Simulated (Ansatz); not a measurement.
**ClGeH₅Si: a ladder of functionals and wavefunction methods**

How much do the methods differ for ClGeH₅Si? The plan is to run it at one geometry with functionals of several rungs and with coupled cluster, and see how far each lands from CCSD(T) at the basis-set limit for the atomisation energy.

Computed with Ansatz 0.2.0, Gaussian basis. Level: functionals in def2-TZVPP, the program's frozen cores in correlated methods.

Plan: LDA (SPW92), PBE-D4, revPBE-D4, BLYP-D4, r2SCAN-D4, B97M-V, PBE0-D4, B3LYP-D4, r2SCANh-D4, r2SCAN0-D4, HSE06-D4, BHLYP-D4, CAM-B3LYP-D4, LC-ωPBE, ωB97X-V, ωB97M-V, B2PLYP, PBE-QIDH; CCSD(T)/def2-SVP; CCSD(T)/def2-TZVPP; MP2/def2-QZVPP; extrapolation to the limit; RPA on PBE.

## Step 1: Structure used throughout

The geometry comes from an earlier relaxation with PBE0-D4 in a triple-zeta def2 set; it is a stationary point, not always the lowest conformer.

SMILES `[SiH3][GeH2][Cl]`, 8 atoms, charge 0, spin multiplicity 1.

Atoms are counted from 1 here; the program's logs count them from 0.

Bond lengths: Si1–Ge2 2.380 Å, Si1–H4 1.487 Å, Si1–H5 1.484 Å, Si1–H6 1.484 Å, Ge2–Cl3 2.169 Å, Ge2–H7 1.537 Å, Ge2–H8 1.537 Å. Angles: Ge2–Si1–H4 109.5°, Ge2–Si1–H5 108.9°, Ge2–Si1–H6 108.9°, H4–Si1–H5 109.7°, H4–Si1–H6 109.7°, H5–Si1–H6 110.1°, Si1–Ge2–Cl3 106.5°, Si1–Ge2–H7 114.0°, Si1–Ge2–H8 114.0°, Cl3–Ge2–H7 106.1°, Cl3–Ge2–H8 106.1°, H7–Ge2–H8 109.6°.

## Step 2: LDA

This LDA is Slater exchange with PW92 correlation.

in.yaml reads:

```yaml
crystal:
  periodic: [false, false, false]
  atoms:
    - {symbol: Si, position_ang: [-0.863602, 0.827333, -0.302473]}
    - {symbol: Ge, position_ang: [0.738257, -0.882042, 0.118354]}
    - {symbol: Cl, position_ang: [1.963056, -0.183745, 1.766209]}
    - {symbol: H, position_ang: [-1.744920, 0.416189, -1.427306]}
    - {symbol: H, position_ang: [-0.149819, 2.078736, -0.658856]}
    - {symbol: H, position_ang: [-1.678533, 1.035553, 0.920241]}
    - {symbol: H, position_ang: [1.703099, -1.135245, -1.051170]}
    - {symbol: H, position_ang: [0.124560, -2.213879, 0.579204]}
basis:
  gaussian: {orbitals: def2-TZVPP}
hamiltonian: {xc: lda}
output: {orbitals: {seedname: orbitals}}
```

The runs that follow: PBE-D4 (GGA); revPBE-D4 (GGA); BLYP-D4 (GGA); r2SCAN-D4 (meta-GGA); B97M-V (meta-GGA); PBE0-D4 (hybrid); B3LYP-D4 (hybrid); r2SCANh-D4 (hybrid); r2SCAN0-D4 (hybrid); HSE06-D4 (hybrid); BHLYP-D4 (hybrid); CAM-B3LYP-D4 (range-separated); LC-ωPBE-D4 (range-separated); ωB97X-V (range-separated); ωB97M-V (range-separated); B2PLYP (double hybrid); PBE-QIDH (double hybrid); CCSD(T) in def2-SVP; CCSD(T) in def2-TZVPP; MP2 in def2-QZVPP; RPA on PBE orbitals.

Before running them: what should the planned runs give, taken together? Wanted: atomisation energy, CCSD(T)/CBS; farthest beyond LDA; mean size of error, GGA; mean size of error, meta-GGA; mean size of error, hybrid; mean size of error, range-separated; mean size of error, double hybrid; gap, smallest and largest; T1 diagnostic.

The runs gave:

| quantity | value |
| --- | --- |
| atomisation energy, CCSD(T)/CBS | 523.6 kcal/mol |
| functionals within 5.2 kcal/mol (1.0 %) | r2SCAN-D4, r2SCANh-D4, r2SCAN0-D4, CAM-B3LYP-D4, ωB97X-V, ωB97M-V |
| farthest beyond LDA | revPBE-D4 (-17.6 kcal/mol) |
| mean size of error, GGA | 13.5 kcal/mol |
| mean size of error, meta-GGA | 3.4 kcal/mol |
| mean size of error, hybrid | 7.1 kcal/mol |
| mean size of error, range-separated | 5.9 kcal/mol |
| mean size of error, double hybrid | 9.8 kcal/mol |
| gap, smallest and largest | 5.24 eV (LDA (SPW92)), 12.28 eV (LC-ωPBE) |
| T1 diagnostic | 0.0109 |
| triples share of the correlation energy | 3.5 % |

What this shows: LDA overbinds by 54.0 kcal/mol (10 %). PBE-D4 is off by -9.5 kcal/mol. Double hybrids carry the basis error of their MP2 part in triple zeta, and no dispersion term here, so their miss is partly the set-up's. Taken by rung, meta-GGA functionals do best (3.4 kcal/mol on average) and GGA ones worst beyond LDA (13.5 kcal/mol). The gap between the best rungs is small, so their order is not settled. Misses under about 5.2 kcal/mol are within the doubt on the reference itself, which lacks core-valence correlation, relativity and higher excitations, and its outer-core shells are covered unevenly. Hartree-Fock recovers 75 % of the binding; the rest is correlation. CCSD(T) in def2-SVP is off by -39.1 kcal/mol, more than most functionals: a good method in a small basis is no reference. The gap grows from 5.2 to 12.3 eV across the functionals, mostly with the share of exact exchange. Correlated methods include outer-core shells of Ge, which these sets cover unevenly.
